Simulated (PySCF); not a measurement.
**B₃ClH₅N: electronic structure in real space**

Aim: take B₃ClH₅N and see where an electron leaves and enters and pull one bond apart with RHF, UHF and CASSCF.

Method: levels as typed in each script, gas phase, geometry from GFN2-xTB; program: PySCF 2.14.0.

### 1 Where the work starts

SMILES `BN(B)BCl`, 10 atoms, charge 0, spin multiplicity 1.

Bond lengths: B1–N2 1.438 Å, B1–H6 1.167 Å, B1–H7 1.168 Å, N2–B3 1.434 Å, N2–B4 1.442 Å, B3–H8 1.169 Å, B3–H9 1.166 Å, B4–Cl5 1.697 Å, B4–H10 1.172 Å. Angles: N2–B1–H6 119.1°, N2–B1–H7 120.1°, H6–B1–H7 120.8°, B1–N2–B3 119.5°, B1–N2–B4 122.4°, B3–N2–B4 118.1°, N2–B3–H8 119.4°, N2–B3–H9 119.5°, H8–B3–H9 121.2°, N2–B4–Cl5 121.7°, N2–B4–H10 120.5°, Cl5–B4–H10 117.7°.

As a file:

```xyz
10
B3ClH5N
B    -1.0448   -1.4399   -0.0683
N    -1.0029   -0.0031   -0.0372
B    -2.2242    0.7367    0.0969
B     0.2291    0.7366   -0.1546
Cl    1.7392   -0.0040    0.0675
H    -2.0524   -1.9834    0.1587
H    -0.0856   -2.0479   -0.3437
H    -2.2033    1.9010   -0.0022
H    -3.2199    0.1667    0.3072
H     0.2138    1.8869   -0.3771
```

### 2 Removing and adding an electron (B3LYP/def2-svp)

The input, input.py:

```python
import numpy as np
from pyscf import gto, scf, dft
from pyscf.scf import atom_ks, atom_hf
from scipy.linalg import block_diag

def solve(mol, dm0=None, hcore=None):
    mf = (dft.UKS if mol.spin else dft.RKS)(mol, xc='b3lyp')
    mf.grids.level = 3
    mf = mf.density_fit(auxbasis='def2-universal-jkfit')
    mf.conv_tol, mf.max_cycle = 1e-8, 80
    if hcore is not None:
        mf.get_hcore = lambda *args: hcore
    mf.kernel(dm0)
    if not mf.converged:
        mf = mf.newton().run(mf.mo_coeff, mf.mo_occ, max_cycle=30)
    assert mf.converged, 'SCF not converged'
    return mf

mol = gto.M(atom='''
B     -1.04477    -1.43990    -0.06834
N     -1.00292    -0.00307    -0.03722
B     -2.22420     0.73667     0.09685
B      0.22912     0.73658    -0.15462
Cl     1.73925    -0.00403     0.06754
H     -2.05244    -1.98343     0.15866
H     -0.08564    -2.04787    -0.34366
H     -2.20333     1.90096    -0.00219
H     -3.21992     0.16668     0.30718
H      0.21381     1.88689    -0.37713
''', basis='def2-svp', charge=0, spin=0, verbose=4)
mf = solve(mol)
out = dict(e0=mf.e_tot, dm0=mf.make_rdm1(), c=mf.mo_coeff, occ=mf.mo_occ, eps=mf.mo_energy)
for name, dq, spin in [('cation', 1, 1), ('anion', -1, 1)]:
    ion = mol.copy().set(charge=mol.charge + dq, spin=spin).build()
    mi = solve(ion)
    if spin and dq > 0 and mol.nao < 130:
        c, _, stable, _ = mi.stability(return_status=True)
        if not stable:
            mi = solve(ion, mi.make_rdm1(c, mi.mo_occ))
    print(name, 'vertical energy change / eV', (mi.e_tot - mf.e_tot) * 27.211386)
    out.update({'e_' + name: mi.e_tot, 'dm_' + name: mi.make_rdm1(), 's2_' + name: mi.spin_square()[0], 'eps_' + name: mi.mo_energy, 'occ_' + name: mi.mo_occ})
# spherically averaged free atoms, for the promolecule
atm = atom_ks.get_atm_nrks(mol, xc='b3lyp')
pro = block_diag(*[(atm[a[0]][2] * atm[a[0]][3]) @ atm[a[0]][2].T for a in mol._atom])
np.savez('result.npz', pro=pro, **out)
```

Run with:

```
OMP_NUM_THREADS=1 python input.py
```

### 4 Stretching a bond (6-31+g*)

The input, input.py:

```python
import numpy as np
from pyscf import gto, scf, mcscf

mol = gto.M(atom='''
B     -1.04477    -1.43990    -0.06834
N     -1.00292    -0.00307    -0.03722
B     -2.22420     0.73667     0.09685
B      0.22912     0.73658    -0.15462
Cl     1.73925    -0.00403     0.06754
H     -2.05244    -1.98343     0.15866
H     -0.08564    -2.04787    -0.34366
H     -2.20333     1.90096    -0.00219
H     -3.21992     0.16668     0.30718
H      0.21381     1.88689    -0.37713
''', basis='6-31+g*', charge=0, spin=0, verbose=4)
# stretch the bond between atoms 1 and 2, from long to short, fragments rigid
a, b, move = 0, 1, [1, 2, 3, 4, 7, 8, 9]
xyz = mol.atom_coords(unit='Angstrom')
u = xyz[b] - xyz[a]
r0 = np.linalg.norm(u)
rows, last, dm_u = [], None, None
for r in [4.34, 3.41, 2.79, 2.4, 2.09, 1.86, 1.7, 1.55, 1.43]:
    new = xyz.copy()
    new[move] += u / r0 * (r - r0)
    m = mol.set_geom_(new, unit='Angstrom', inplace=False)
    rhf = scf.RHF(m).density_fit(auxbasis='def2-universal-jkfit').run()
    uhf = scf.UHF(m).density_fit(auxbasis='def2-universal-jkfit').newton()
    if dm_u is None:
        c = rhf.mo_coeff
        h = m.nelectron // 2 - 1
        ca, cb = c.copy(), c.copy()
        ca[:, h], cb[:, h] = (c[:, h] + c[:, h + 1]) / 2**.5, (c[:, h] - c[:, h + 1]) / 2**.5
        dm_u = np.array([x[:, :h + 1] @ x[:, :h + 1].T for x in (ca, cb)])
    uhf.kernel(dm0=dm_u)
    for _ in range(3):
        c, _, stable, _ = uhf.stability(return_status=True)
        if stable:
            break
        uhf.kernel(c, uhf.mo_occ)
    dm_u = uhf.make_rdm1()
    mc = mcscf.CASSCF(rhf, 2, 2)
    mc.natorb = True
    mc.fix_spin_(ss=0)
    guess = mcscf.addons.make_natural_orbitals(uhf)[1] if last is None else mcscf.project_init_guess(mc, last.mo_coeff, last.mol)
    mc.kernel(guess)
    last = mc
    act = slice(mc.ncore, mc.ncore + mc.ncas)
    print('r %.3f  RHF %.6f  UHF %.6f  <S^2> %.3f  CASSCF %.6f  occupations' % (r, rhf.e_tot, uhf.e_tot, uhf.spin_square()[0], mc.e_tot), mc.mo_occ[act].round(4))
    rows.append((new, rhf.e_tot, uhf.e_tot, uhf.spin_square()[0], mc.e_tot, mc.mo_occ[act], mc.mo_coeff[:, act], dm_u[0] - dm_u[1], rhf.converged and uhf.converged and mc.converged))
    np.savez('result.npz', **{k: [row[i] for row in rows] for i, k in enumerate('xyz rhf uhf s2 cas occ c spin ok'.split())})
```

(Steps that only read results are left out.)

What does the calculation give? Wanted: vertical ionisation energy; vertical electron affinity.

**Answer**, as computed:

| quantity | value |
| --- | --- |
| vertical ionisation energy (B3LYP/def2-svp) | 10.91 eV |
| vertical electron affinity (B3LYP/def2-svp) | -0.29 eV |
| cost of the stretch to 4.3 Å, CASSCF and RHF (6-31+g*) | 5.5 and 8.7 eV |

What this shows: The ionisation energy from two SCF runs, 10.91 eV, lies 2.4 eV above −ε(HOMO) = 8.51 eV of the same level, B3LYP/def2-svp, since self-interaction lifts this functional's HOMO. RHF rises too steeply at long distance, since it keeps both electrons in one orbital and so mixes in ionic fragments. The geometry was not optimised at these levels.
